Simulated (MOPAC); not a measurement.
# One shape, several levels: CH6AlNZn (SMILES [CH3][Zn][NH][AlH2])

Aim: a comparison of 5 runs (AM1, MNDO, PM6, PM6-D3H4, PM7) of CH6AlNZn. 

The calculation is run with MOPAC 23.2.5.

3 further runs of the same task are left out: 2 that didn't finish, 1 set aside as unsound or not needed.

## (1) The structure to begin with

CH6AlNZn has 10 atoms, charge 0, and is taken as a singlet. SMILES: `[CH3][Zn][NH][AlH2]`. Geometry: a GFN2-xTB relaxation, a rough one for these elements and not checked as a minimum.

Bond lengths: C1–Zn2 2.008 Å, Zn2–N3 1.895 Å, N3–Al4 1.760 Å, C1–H5 1.085 Å, C1–H6 1.085 Å, C1–H7 1.085 Å, N3–H8 1.016 Å, Al4–H9 1.537 Å, Al4–H10 1.562 Å. Some angles: C1–Zn2–N3 174.2°, Zn2–N3–Al4 118.4°, Zn2–C1–H5 109.8°, Zn2–C1–H6 111.9°, Zn2–C1–H7 111.7°, Zn2–N3–H8 115.7°, Al4–N3–H8 126.0°, N3–Al4–H9 128.5°, N3–Al4–H10 114.0°, H5–C1–H6 107.8°.

## (2) Energy and forces at AM1 (COSMO ethanol) (run 1)

Input file mopac_ase.py:

```python
from ase.calculators.mopac import MOPAC
from ase import Atoms

atoms = Atoms(
    ['C', 'Zn', 'N', 'Al', 'H', 'H', 'H', 'H', 'H', 'H'],
    positions=[
        [-0.487410, 2.041300, -1.198230],
        [-0.525760, 0.496560, 0.084780],
        [-0.400310, -1.021560, 1.211330],
        [0.897210, -2.174270, 0.919190],
        [0.393120, 1.972970, -1.828590],
        [-0.453470, 2.994690, -0.682180],
        [-1.358280, 2.047310, -1.844570],
        [-1.107970, -1.090730, 1.936770],
        [1.309080, -3.388370, 1.767690],
        [1.733800, -1.877890, -0.366180],
    ],
)
mopac = MOPAC(label="job", method="AM1", task="1SCF GRADIENTS PRECISE EPS=24.9 PL AUX(PRECISION=9) THREADS=1", charge=0)
atoms.calc = mopac
epot = atoms.get_potential_energy()
print("energy / eV: %.6f" % epot)
print("forces (eV/A):")
for sym, f in zip(atoms.get_chemical_symbols(), atoms.get_forces()):
    print(f"{sym:2s} {f[0]:10.5f} {f[1]:10.5f} {f[2]:10.5f}")
print("dipole (e A):", atoms.get_dipole_moment().round(4))
```

On the command line:

```
$ export ASE_MOPAC_COMMAND="mopac PREFIX.mop > /dev/null 2>&1"
$ python mopac_ase.py
```

Log:

```text
energy / eV: 0.528722
forces (eV/A):
C     0.06619   -1.20019    0.89540
Zn   -0.02318    0.64788   -0.53021
N     2.16286   -2.66180   -0.06970
Al   -1.98470    2.21055    0.08800
H     0.97708   -0.29848   -0.51381
H     0.02664    0.76838    0.83325
H    -0.99450   -0.28531   -0.47745
H     1.16658   -0.08524   -0.84698
H    -0.56598    1.09307   -0.64095
H    -0.83098   -0.18886    1.26245
dipole (e A): [-0.5263  0.4335  0.147 ]
```

The calculator wrote job.mop:

```
AM1 1SCF GRADIENTS PRECISE EPS=24.9 PL AUX(PRECISION=9) THREADS=1 DISP RELSCF=0.0001 
Title: ASE calculation

 C  -0.48741 1 2.0413 1 -1.19823 1
 Zn -0.52576 1 0.49656 1 0.08478 1
 N  -0.40031 1 -1.02156 1 1.21133 1
 Al 0.89721 1 -2.17427 1 0.91919 1
 H  0.39312 1 1.97297 1 -1.82859 1
 H  -0.45347 1 2.99469 1 -0.68218 1
 H  -1.35828 1 2.04731 1 -1.84457 1
 H  -1.10797 1 -1.09073 1 1.93677 1
 H  1.30908 1 -3.38837 1 1.76769 1
 H  1.7338 1 -1.87789 1 -0.36618 1
```

Run time: 0.32 s. Hardware: 1 thread of Arm Neoverse N1, shared host.

## (3) Energy and forces at MNDO (run 2)

Input file ch6alnzn.mop:

```
MNDO 1SCF BONDS DISP GRADIENTS AUX(PRECISION=6) THREADS=1
CH6AlNZn

C -0.487410 1 2.041300 1 -1.198230 1
Zn -0.525760 1 0.496560 1 0.084780 1
N -0.400310 1 -1.021560 1 1.211330 1
Al 0.897210 1 -2.174270 1 0.919190 1
H 0.393120 1 1.972970 1 -1.828590 1
H -0.453470 1 2.994690 1 -0.682180 1
H -1.358280 1 2.047310 1 -1.844570 1
H -1.107970 1 -1.090730 1 1.936770 1
H 1.309080 1 -3.388370 1 1.767690 1
H 1.733800 1 -1.877890 1 -0.366180 1
```

On the command line:

```
$ mopac ch6alnzn.mop
```

ch6alnzn.out:

```text
MOPAC v23.2.5
MNDO CALCULATION RESULTS
[...]
           Empirical Formula: C H6 N Zn Al  =    10 atoms
      MOLECULAR POINT GROUP   :   C1
[...]
     SCF FIELD WAS ACHIEVED
[...]
                              SUM =         29.32604 KCAL/MOL = FINAL HEAT OF FORMATION
          TOTAL ENERGY            =       -498.26172 EV
          ELECTRONIC ENERGY       =      -1350.02180 EV
          CORE-CORE REPULSION     =        851.76008 EV
          COSMO AREA              =        135.37 SQUARE ANGSTROMS
          COSMO VOLUME            =        117.36 CUBIC ANGSTROMS
          GRADIENT NORM           =         93.47377          =       29.55900 PER ATOM
          IONIZATION POTENTIAL    =         10.042659 EV
          HOMO LUMO ENERGIES (EV) =        -10.043  0.769
          NO. OF FILLED LEVELS    =         10
          MOLECULAR WEIGHT        =        124.4266         POINT GROUP:  C1
[...]
                             CARTESIAN COORDINATES
   1    C       -0.487410000     2.041300000    -1.198230000
   2   Zn       -0.525760000     0.496560000     0.084780000
   3    N       -0.400310000    -1.021560000     1.211330000
   4   Al        0.897210000    -2.174270000     0.919190000
   5    H        0.393120000     1.972970000    -1.828590000
   6    H       -0.453470000     2.994690000    -0.682180000
   7    H       -1.358280000     2.047310000    -1.844570000
   8    H       -1.107970000    -1.090730000     1.936770000
   9    H        1.309080000    -3.388370000     1.767690000
  10    H        1.733800000    -1.877890000    -0.366180000
           Empirical Formula: C H6 N Zn Al  =    10 atoms
[...]
              NET ATOMIC CHARGES AND DIPOLE CONTRIBUTIONS
  ATOM NO.   TYPE          CHARGE      No. of ELECS.   s-Pop       p-Pop
    1          C          -0.099852        4.0999     1.24877     2.85108
    2         Zn           0.413204        1.5868     0.79276     0.79404
    3          N          -0.604332        5.6043     1.56468     4.03966
    4         Al           0.670512        2.3295     0.96321     1.36628
    5          H          -0.009363        1.0094     1.00936
    6          H          -0.012781        1.0128     1.01278
    7          H          -0.012300        1.0123     1.01230
    8          H           0.124764        0.8752     0.87524
    9          H          -0.221888        1.2219     1.22189
   10          H          -0.247964        1.2480     1.24796
 DIPOLE           X         Y         Z       TOTAL
 POINT-CHG.    -0.792     0.770     0.133     1.113
 HYBRID        -0.678     0.015     0.614     0.915
 SUM           -1.470     0.785     0.747     1.826
[...]
 * JOB ENDED NORMALLY *
[...]
```

Run time: 0.04 s. Hardware: 1 thread of Arm Neoverse N1, shared host.

Run 3 isn't shown in full; the table further down has it.

## (4) Energy and gradient at PM6-D3H4 (COSMO methanol) (run 4)

Input file mol.xyz:

```xyz
10

C     -0.487410     2.041300    -1.198230
Zn    -0.525760     0.496560     0.084780
N     -0.400310    -1.021560     1.211330
Al     0.897210    -2.174270     0.919190
H      0.393120     1.972970    -1.828590
H     -0.453470     2.994690    -0.682180
H     -1.358280     2.047310    -1.844570
H     -1.107970    -1.090730     1.936770
H      1.309080    -3.388370     1.767690
H      1.733800    -1.877890    -0.366180
```

Input file mopac_ase.py:

```python
from ase.calculators.mopac import MOPAC
from ase.io import read

atoms = read("mol.xyz")
mopac = MOPAC(label="job", method="PM6-D3H4", task="1SCF GRADIENTS EPS=32.6 BONDS AUX(PRECISION=9) THREADS=1", relscf=1)
atoms.calc = mopac
energy = atoms.get_potential_energy()
print("energy / eV: %.6f" % energy)
print("forces (eV/A):")
for sym, f in zip(atoms.get_chemical_symbols(), atoms.get_forces()):
    print(f"{sym:2s} {f[0]:10.5f} {f[1]:10.5f} {f[2]:10.5f}")
print("dipole (e A):", atoms.get_dipole_moment().round(4))
```

On the command line:

```
$ export ASE_MOPAC_COMMAND="mopac PREFIX.mop > /dev/null 2>&1"
$ python mopac_ase.py
```

Log:

```text
energy / eV: 2.757853
forces (eV/A):
C     0.00608   -1.04539    0.82152
Zn    0.57231   -0.98652    0.28365
N     0.46207    0.81298   -1.24523
Al   -1.31601    1.98034   -0.41418
H     0.79503   -0.18770   -0.46133
H     0.01840    0.65860    0.64268
H    -0.80402   -0.18733   -0.41502
H     0.11551   -0.54399    0.46251
H    -0.04967   -0.56245    0.60233
H     0.20031    0.06146   -0.27695
dipole (e A): [-0.3419  0.3987  0.0008]
```

The calculator wrote job.mop:

```
PM6-D3H4 1SCF GRADIENTS EPS=32.6 BONDS AUX(PRECISION=9) THREADS=1 DISP RELSCF=1 
Title: ASE calculation

 C  -0.48741 1 2.0413 1 -1.19823 1
 Zn -0.52576 1 0.49656 1 0.08478 1
 N  -0.40031 1 -1.02156 1 1.21133 1
 Al 0.89721 1 -2.17427 1 0.91919 1
 H  0.39312 1 1.97297 1 -1.82859 1
 H  -0.45347 1 2.99469 1 -0.68218 1
 H  -1.35828 1 2.04731 1 -1.84457 1
 H  -1.10797 1 -1.09073 1 1.93677 1
 H  1.30908 1 -3.38837 1 1.76769 1
 H  1.7338 1 -1.87789 1 -0.36618 1
```

Wall time 0.99 s (1 thread of Arm Neoverse N1, shared host).

## (5) Energy and gradient at PM7 (run 5)

Input file job.mop:

```
PM7 1SCF DISP GRADIENTS BONDS AUX(PRECISION=9) THREADS=1
CH6AlNZn, PM7

C -0.487410 1 2.041300 1 -1.198230 1
Zn -0.525760 1 0.496560 1 0.084780 1
N -0.400310 1 -1.021560 1 1.211330 1
Al 0.897210 1 -2.174270 1 0.919190 1
H 0.393120 1 1.972970 1 -1.828590 1
H -0.453470 1 2.994690 1 -0.682180 1
H -1.358280 1 2.047310 1 -1.844570 1
H -1.107970 1 -1.090730 1 1.936770 1
H 1.309080 1 -3.388370 1 1.767690 1
H 1.733800 1 -1.877890 1 -0.366180 1
```

On the command line:

```
$ mopac job.mop
```

job.out:

```text
MOPAC v23.2.5
PM7 CALCULATION RESULTS
[...]
           Empirical Formula: C H6 N Zn Al  =    10 atoms
      MOLECULAR POINT GROUP   :   C1
[...]
     SCF FIELD WAS ACHIEVED
[...]
                              SUM =         32.60873 KCAL/MOL = FINAL HEAT OF FORMATION
          TOTAL ENERGY            =       -482.13114 EV
          ELECTRONIC ENERGY       =      -1345.68507 EV
          CORE-CORE REPULSION     =        863.55393 EV
          COSMO AREA              =        135.37 SQUARE ANGSTROMS
          COSMO VOLUME            =        117.36 CUBIC ANGSTROMS
          GRADIENT NORM           =        144.84901          =       45.80528 PER ATOM
          IONIZATION POTENTIAL    =         10.489329 EV
          HOMO LUMO ENERGIES (EV) =        -10.489  0.470
          NO. OF FILLED LEVELS    =         10
          MOLECULAR WEIGHT        =        124.4266         POINT GROUP:  C1
[...]
                             CARTESIAN COORDINATES
   1    C       -0.487410000     2.041300000    -1.198230000
   2   Zn       -0.525760000     0.496560000     0.084780000
   3    N       -0.400310000    -1.021560000     1.211330000
   4   Al        0.897210000    -2.174270000     0.919190000
   5    H        0.393120000     1.972970000    -1.828590000
   6    H       -0.453470000     2.994690000    -0.682180000
   7    H       -1.358280000     2.047310000    -1.844570000
   8    H       -1.107970000    -1.090730000     1.936770000
   9    H        1.309080000    -3.388370000     1.767690000
  10    H        1.733800000    -1.877890000    -0.366180000
           Empirical Formula: C H6 N Zn Al  =    10 atoms
[...]
              NET ATOMIC CHARGES AND DIPOLE CONTRIBUTIONS
  ATOM NO.   TYPE          CHARGE      No. of ELECS.   s-Pop       p-Pop       d-Pop
    1          C          -0.652620        4.6526     1.00758     3.64504
    2         Zn           0.724621        1.2754     0.87508     0.40030
    3          N          -0.698488        5.6985     1.54415     4.15433
    4         Al           0.191784        2.8082     0.36700     1.74101     0.70021
    5          H           0.156805        0.8432     0.84319
    6          H           0.148621        0.8514     0.85138
    7          H           0.149272        0.8507     0.85073
    8          H           0.289878        0.7101     0.71012
    9          H          -0.153082        1.1531     1.15308
   10          H          -0.156791        1.1568     1.15679
 DIPOLE           X         Y         Z       TOTAL
 POINT-CHG.    -2.945     4.233    -0.680     5.201
 HYBRID        -0.718    -0.379     0.954     1.253
 SUM           -3.663     3.854     0.274     5.324
[...]
 * JOB ENDED NORMALLY *
[...]
```

It took 0.04 s on 1 thread of Arm Neoverse N1, shared host.

## (6) Overview of the runs

| run | level | dielectric constant | precise | heat of formation (kcal/mol) | dipole moment (D) | HOMO energy (eV) | LUMO energy (eV) | wall time |
| --- | --- | --- | --- | --- | --- | --- | --- | --- |
| 1 | AM1 (COSMO ethanol) | 24.9 | yes | 12.19 | 3.35 | -9.99 | -0.04 | 0.32 s |
| 2 | MNDO | – | no | 29.33 | 1.83 | -10.04 | 0.77 | 0.04 s |
| 3 | PM6 | – | no | 61.93 | 1.80 | -9.09 | 0.02 | 0.04 s |
| 4 | PM6-D3H4 (COSMO methanol) | 32.6 | no | 63.60 | 2.52 | -9.07 | 0.91 | 0.99 s |
| 5 | PM7 | – | no | 32.61 | 5.32 | -10.49 | 0.47 | 0.04 s |

## (7) Summary of results

```
                                        quantity          value
                             run 5: total energy   -17.71799 Eh
                            run 5: dipole moment         5.32 D
                              run 5: HOMO energy      -10.49 eV
                              run 5: LUMO energy        0.47 eV
                            run 5: HOMO–LUMO gap       10.96 eV
                        run 5: dispersion energy   -1.20 kJ/mol
run 5: heat of formation at this unrelaxed shape  32.6 kcal/mol
                 run 5: largest force on an atom     4.080 eV/Å
```

In words: The dipole moment (its size) runs from 1.80 D (PM6) to 5.32 D (PM7). The HOMO–LUMO gap runs from 9.11 eV (PM6) to 10.96 eV (PM7). Force-field and semi-empirical energies have zeros of their own, so their totals don't compare. All runs together took 1.4 s, the longest 0.99 s.
